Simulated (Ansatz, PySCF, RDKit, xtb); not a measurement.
**C2H4Be: a search for the lowest isomer**

Only the formula C2H4Be is given. Aim: find the structure of lowest free energy at 298.15 K, then its properties.

The funnel: GFN2-xTB relaxations, single points with a density functional, relaxations at PBE0-D3(BJ)/pcseg-1, harmonic vibrations, and a last energy at a higher level. All values are calculated.

7 further runs of the same task are left out: 7 set aside as unsound or not needed.

## (1) Drawing up candidates

A program enumerates the bonding patterns with one Lewis structure each (two rings at most, one unusual centre or charged pair), with their diastereomers. O–O, O–halogen and N–halogen bonds and N–N–N chains are not drawn. That gives 8 candidates.

```tsv
label	SMILES	spin
c012	[BeH][C]C	triplet
c136	[CH][Be][CH3]	singlet
c218	[BeH][C]C	singlet
c219	[BeH][CH2][CH]	singlet
c552	[Be]1[CH2][CH2]1	singlet
c682	[BeH][CH]=C	singlet
c876	[CH][Be][CH3]	triplet
c924	[BeH][CH2][CH]	triplet
```

Candidates are built by distance geometry, with a force field where one applies, in up to four conformers (letters a to d). 10 starts with atoms placed at random are added, to find patterns that the rules miss.

**Question.** With final energies at CCSD(T)/def2-TZVPP, which structure will this search put lowest in free energy, and by what margin?

| quantity | value |
| --- | --- |
| lowest structure found | [BeH][CH]=C, singlet, Cs |
| next finalist | [BeH2]1[CH][CH]1 ‡, singlet, 38.3 kcal/mol higher in G |
| share at equilibrium, among the finalists | 100.0 % |
| harmonic wavenumbers, lowest and highest (PBE0-D3(BJ)/pcseg-1) | 214 and 3209 cm⁻¹ |
| rotational constants, same geometry | 1.922, 0.3382, 0.2876 cm⁻¹ |
| dipole moment (PBE0/def2-TZVPD) | 0.74 D |
| HOMO energy (PBE0/def2-TZVPD) | -7.95 eV |
| LUMO energy (PBE0/def2-TZVPD) | -1.14 eV |
| HOMO–LUMO gap (PBE0/def2-TZVPD) | 6.81 eV |
| lowest excitation (TD-PBE0/def2-SVPD) | 5.59 eV (f = 0.000) |
| strongest of the states computed, same level | 6.20 eV (f = 0.177) |
| lowest triplet excitation, same level, Tamm-Dancoff | 3.91 eV |
| vertical ionisation energy | 10.32 eV |
| vertical electron affinity | -0.46 eV (unbound: the value depends on the basis) |
| vertical triplet less singlet | +3.84 eV |

`[BeH][CH]=C` comes out lowest. Among the finalists first place is clear (38.3 kcal/mol); structures outside the list aren't covered. GFN2-xTB, HF/STO-3G, r2SCAN-D4/def2-SVP, PBE0-D3(BJ)/pcseg-1, HF/def2-TZVPP and MP2/def2-TZVPP already put its bonding pattern lowest among the structures in one piece. Lowest found is not proven lowest: the search is finite, and each finalist counts with one conformer. Patterns outside the rules of the enumeration were met only by chance. The lowest isomer need not be the one that is made and kept in a bottle, which depends on barriers.

‡ marks the bonded skeleton alone, with all bonds drawn single: no Lewis structure was assigned that passes a check against the bond lengths.
